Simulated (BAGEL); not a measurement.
# A workflow on C3H9B (trimethylborane)

Aim: the energy (HF/cc-pVDZ), then the energy (NEVPT2(2,2)/cc-pVDZ) of C3H9B (trimethylborane). 

Program for the calculation: BAGEL 1.2.2.

## Step 1: The molecule

C3H9B has 13 atoms, charge 0, and is taken as a singlet. As SMILES, `CB(C)C`. The coordinates come from a PBE0-D4/def2-TZVP relaxation.

Bond lengths: C1–B2 1.569 Å, B2–C3 1.568 Å, B2–C4 1.568 Å, C1–H5 1.092 Å, C1–H6 1.095 Å, C1–H7 1.099 Å, C3–H8 1.094 Å, C3–H9 1.092 Å, C3–H10 1.101 Å, C4–H11 1.094 Å, C4–H12 1.100 Å, C4–H13 1.092 Å. Some angles: C1–B2–C3 119.6°, C1–B2–C4 120.3°, C3–B2–C4 120.1°, B2–C1–H5 115.4°, B2–C1–H6 111.8°, B2–C1–H7 107.7°, B2–C3–H8 113.1°, B2–C3–H9 115.1°, B2–C3–H10 106.4°, B2–C4–H11 112.6°.

## Step 2: The energy at HF/cc-pVDZ (density fitting with svp-jkfit) (run 1)

input.json

```json
{ "bagel" : [

{
  "title" : "molecule",
  "basis" : "cc-pvdz.json",
  "df_basis" : "svp-jkfit",
  "angstrom" : true,
  "geometry" : [
    { "atom" : "C", "xyz" : [      -0.854440,       1.203243,      -0.526285 ] },
    { "atom" : "B", "xyz" : [       0.009640,      -0.001827,      -0.012995 ] },
    { "atom" : "C", "xyz" : [       1.025940,       0.218020,       1.160910 ] },
    { "atom" : "C", "xyz" : [      -0.158000,      -1.424527,      -0.651325 ] },
    { "atom" : "H", "xyz" : [      -1.389230,       1.030573,      -1.462515 ] },
    { "atom" : "H", "xyz" : [      -0.260600,       2.119013,      -0.618195 ] },
    { "atom" : "H", "xyz" : [      -1.603230,       1.429673,       0.245985 ] },
    { "atom" : "H", "xyz" : [       1.086650,      -0.636310,       1.841660 ] },
    { "atom" : "H", "xyz" : [       0.876090,       1.133000,       1.738570 ] },
    { "atom" : "H", "xyz" : [       2.022550,       0.291940,       0.699870 ] },
    { "atom" : "H", "xyz" : [      -0.238470,      -1.389527,      -1.742105 ] },
    { "atom" : "H", "xyz" : [      -1.123740,      -1.821727,      -0.305085 ] },
    { "atom" : "H", "xyz" : [       0.606560,      -2.151607,      -0.368825 ] }
  ]
},

{
  "title" : "hf"
},

{
  "title" : "print",
  "file" : "orbitals.molden",
  "orbitals" : true
}

]}
```

The basis set cc-pVDZ is read from a file made from the Basis Set Exchange's data (not shown).

On the command line:

```sh
BAGEL_NUM_THREADS=1 BAGEL input.json > input.out
```

What it wrote:

```text
* using 1 threads per process

  ===============================================================
  ===============================================================

  *** Geometry ***

  { "atom" : "C", "xyz" : [     -1.614658,      2.273800,     -0.994535 ] },
  { "atom" : "B", "xyz" : [      0.018217,     -0.003453,     -0.024557 ] },
  { "atom" : "C", "xyz" : [      1.938746,      0.411998,      2.193802 ] },
  { "atom" : "C", "xyz" : [     -0.298577,     -2.691966,     -1.230826 ] },
  { "atom" : "H", "xyz" : [     -2.625264,      1.947501,     -2.763753 ] },
  { "atom" : "H", "xyz" : [     -0.492463,      4.004354,     -1.168219 ] },
  { "atom" : "H", "xyz" : [     -3.029666,      2.701690,      0.464844 ] },
  { "atom" : "H", "xyz" : [      2.053471,     -1.202452,      3.480233 ] },
  { "atom" : "H", "xyz" : [      1.655570,      2.141060,      3.285421 ] },
  { "atom" : "H", "xyz" : [      3.822066,      0.551687,      1.322563 ] },
  { "atom" : "H", "xyz" : [     -0.450643,     -2.625825,     -3.292101 ] },
  { "atom" : "H", "xyz" : [     -2.123561,     -3.442565,     -0.576527 ] },
  { "atom" : "H", "xyz" : [      1.146232,     -4.065948,     -0.696978 ] },

  Number of auxiliary basis functions:      462

  Since a DF basis is specified, we compute 2- and 3-index integrals:
    o Being stored without compression. Storage requirement is 0.038 GB

  Number of basis functions:      101
  Number of electrons      :       32

    * METHOD: MOLECULE                             0.41

  *** RHF ***

  === Nuclear Repulsion ===
   112.8067033178

      * DIIS with orbital gradients will be used.

  === RHF iteration (cc-pvdz.json) ===
      0       -143.31849916          0.01643252           0.08
      1       -143.52128438          0.00663420           0.08
      2       -143.55273481          0.00152682           0.08
      3       -143.55484917          0.00016293           0.08
      4       -143.55487494          0.00005025           0.08
      5       -143.55487796          0.00000970           0.08
      6       -143.55487807          0.00000218           0.08
      7       -143.55487808          0.00000078           0.08
      8       -143.55487808          0.00000020           0.08
      9       -143.55487808          0.00000005           0.07
     10       -143.55487808          0.00000001           0.07
     11       -143.55487808          0.00000000           0.07
    * SCF iteration converged.

    * Permanent dipole moment:
           (    0.008748,    -0.002258,    -0.010348) a.u.

    * METHOD: HF                                   1.19

    * METHOD: PRINT                                0.03

  ===============================================================
```

It took 1.9 s on 1 thread of Intel Xeon Platinum 8259CL at 2.50GHz (Skylake/Cascade Lake), shared host.

## Step 3: The energy at NEVPT2(2,2)/cc-pVDZ (density fitting with svp-jkfit) (run 2)

nevpt2.json

```json
{ "bagel" : [

{
  "title" : "molecule",
  "basis" : "cc-pvdz.json",
  "df_basis" : "svp-jkfit",
  "angstrom" : true,
  "geometry" : [
    { "atom" : "C", "xyz" : [   -0.854440,    1.203243,   -0.526285 ] },
    { "atom" : "B", "xyz" : [    0.009640,   -0.001827,   -0.012995 ] },
    { "atom" : "C", "xyz" : [    1.025940,    0.218020,    1.160910 ] },
    { "atom" : "C", "xyz" : [   -0.158000,   -1.424527,   -0.651325 ] },
    { "atom" : "H", "xyz" : [   -1.389230,    1.030573,   -1.462515 ] },
    { "atom" : "H", "xyz" : [   -0.260600,    2.119013,   -0.618195 ] },
    { "atom" : "H", "xyz" : [   -1.603230,    1.429673,    0.245985 ] },
    { "atom" : "H", "xyz" : [    1.086650,   -0.636310,    1.841660 ] },
    { "atom" : "H", "xyz" : [    0.876090,    1.133000,    1.738570 ] },
    { "atom" : "H", "xyz" : [    2.022550,    0.291940,    0.699870 ] },
    { "atom" : "H", "xyz" : [   -0.238470,   -1.389527,   -1.742105 ] },
    { "atom" : "H", "xyz" : [   -1.123740,   -1.821727,   -0.305085 ] },
    { "atom" : "H", "xyz" : [    0.606560,   -2.151607,   -0.368825 ] }
  ]
},
{ "title" : "hf" },
{ "title" : "nevpt2", "nstate" : 1, "nact" : 2, "nclosed" : 15, "active" : [7, 30], "maxiter" : 200, "natocc" : true, "ncore" : 4 },
{ "title" : "print", "file" : "orbitals.molden", "orbitals" : true }

]}
```

The basis set cc-pVDZ is read from a file made from the Basis Set Exchange's data (not shown).

On the command line:

```sh
BAGEL_NUM_THREADS=1 BAGEL nevpt2.json > nevpt2.out
```

What it wrote:

```text
* using 1 threads per process

  ===============================================================
  ===============================================================

  *** Geometry ***

  { "atom" : "C", "xyz" : [     -1.614658,      2.273800,     -0.994535 ] },
  { "atom" : "B", "xyz" : [      0.018217,     -0.003453,     -0.024557 ] },
  { "atom" : "C", "xyz" : [      1.938746,      0.411998,      2.193802 ] },
  { "atom" : "C", "xyz" : [     -0.298577,     -2.691966,     -1.230826 ] },
  { "atom" : "H", "xyz" : [     -2.625264,      1.947501,     -2.763753 ] },
  { "atom" : "H", "xyz" : [     -0.492463,      4.004354,     -1.168219 ] },
  { "atom" : "H", "xyz" : [     -3.029666,      2.701690,      0.464844 ] },
  { "atom" : "H", "xyz" : [      2.053471,     -1.202452,      3.480233 ] },
  { "atom" : "H", "xyz" : [      1.655570,      2.141060,      3.285421 ] },
  { "atom" : "H", "xyz" : [      3.822066,      0.551687,      1.322563 ] },
  { "atom" : "H", "xyz" : [     -0.450643,     -2.625825,     -3.292101 ] },
  { "atom" : "H", "xyz" : [     -2.123561,     -3.442565,     -0.576527 ] },
  { "atom" : "H", "xyz" : [      1.146232,     -4.065948,     -0.696978 ] },

  Number of auxiliary basis functions:      462

  Since a DF basis is specified, we compute 2- and 3-index integrals:
    o Being stored without compression. Storage requirement is 0.038 GB

  Number of basis functions:      101
  Number of electrons      :       32

    * METHOD: MOLECULE                             0.49

  *** RHF ***

  === Nuclear Repulsion ===
   112.8067033178

      * DIIS with orbital gradients will be used.

  === RHF iteration (cc-pvdz.json) ===
      0       -143.31849916          0.01643252           0.08
      1       -143.52128438          0.00663420           0.08
      2       -143.55273481          0.00152682           0.08
      3       -143.55484917          0.00016293           0.08
      4       -143.55487494          0.00005025           0.08
      5       -143.55487796          0.00000970           0.08
      6       -143.55487807          0.00000218           0.08
      7       -143.55487808          0.00000078           0.08
      8       -143.55487808          0.00000020           0.08
      9       -143.55487808          0.00000005           0.09
     10       -143.55487808          0.00000001           0.08
     11       -143.55487808          0.00000000           0.08
    * SCF iteration converged.

    * Permanent dipole moment:
           (    0.008748,    -0.002258,    -0.010348) a.u.

    * METHOD: HF                                   1.19

    * freezing 4 orbitals
  ---------------------------
      CASSCF calculation
  ---------------------------

    ==== Active orbitals : =====
         Orbital 7
         Orbital 30
    ============================

    * nstate   :      1
    * nclosed  :     15
    * nact     :      2
    * nvirt    :     84
  === CASSCF iteration (cc-pvdz.json) ===

    * Using the second-order algorithm

      0  0      -143.55490562     6.38e-06      0.03

      1  0      -143.55531841     4.55e-05      0.30

      2  0      -143.55549494     4.23e-05      0.48

      3  0      -143.55666680     1.48e-04      0.37

      4  0      -143.56194283     4.71e-04      0.49

      5  0      -143.56280558     1.44e-04      0.72

      6  0      -143.56327182     9.48e-05      0.61

      7  0      -143.56489118     1.98e-04      0.52

      8  0      -143.56840580     1.18e-03      0.54

      9  0      -143.56993326     1.01e-04      0.57

     10  0      -143.56995330     1.40e-05      0.58

     11  0      -143.56995361     2.04e-06      0.56

     12  0      -143.56995361     2.95e-07      0.55

     13  0      -143.56995361     5.12e-08      0.56

     14  0      -143.56995361     1.10e-08      0.51

     15  0      -143.56995361     2.64e-09      0.42

    * Second-order optimization converged. *

     guess   0:   closed 1.                   open ..

  === FCI iteration ===

      0  0      -143.55469423     8.09e-02      0.00
      1  0      -143.56995055     8.75e-04      0.00
      2  0 *    -143.56995361     3.35e-16      0.00

     * ci vector, state   0, <S^2> = 0.0000
       2.     0.9955794549
       .2    -0.0939231018

  === DF-NEVPT2 calculation ===

    * 3-index integral transformation done
    * assembly done

      NEVPT2 correlation energy:   -0.5048965029      0.39

          (+0)     -0.4484646330
          (+0)'    -0.0149116952
          (+1)     -0.0038171790
          (+1)'    -0.0000000000
          (+2)     -0.0002431774
          (-1)     -0.0281037805
          (-1)'     0.0000000000
          (-2)     -0.0093560377

      NEVPT2 total energy:       -144.0748501161

    * METHOD: NEVPT2                               8.60

    * METHOD: PRINT                                0.03

  ===============================================================
```

Run time: 11 s. Hardware: 1 thread of Intel Xeon Platinum 8259CL at 2.50GHz (Skylake/Cascade Lake), shared host.

## Step 4: Results

| quantity | value |
| --- | --- |
| run 1, HF/cc-pVDZ: total energy | -143.55488 Eh |
| run 1, HF/cc-pVDZ: dipole moment | 0.03 D |
| run 1, HF/cc-pVDZ: HOMO energy | -11.84 eV |
| run 1, HF/cc-pVDZ: LUMO energy | 3.85 eV |
| run 1, HF/cc-pVDZ: HOMO–LUMO gap | 15.69 eV |
| run 2, NEVPT2(2,2)/cc-pVDZ: total energy | -144.07485 Eh |
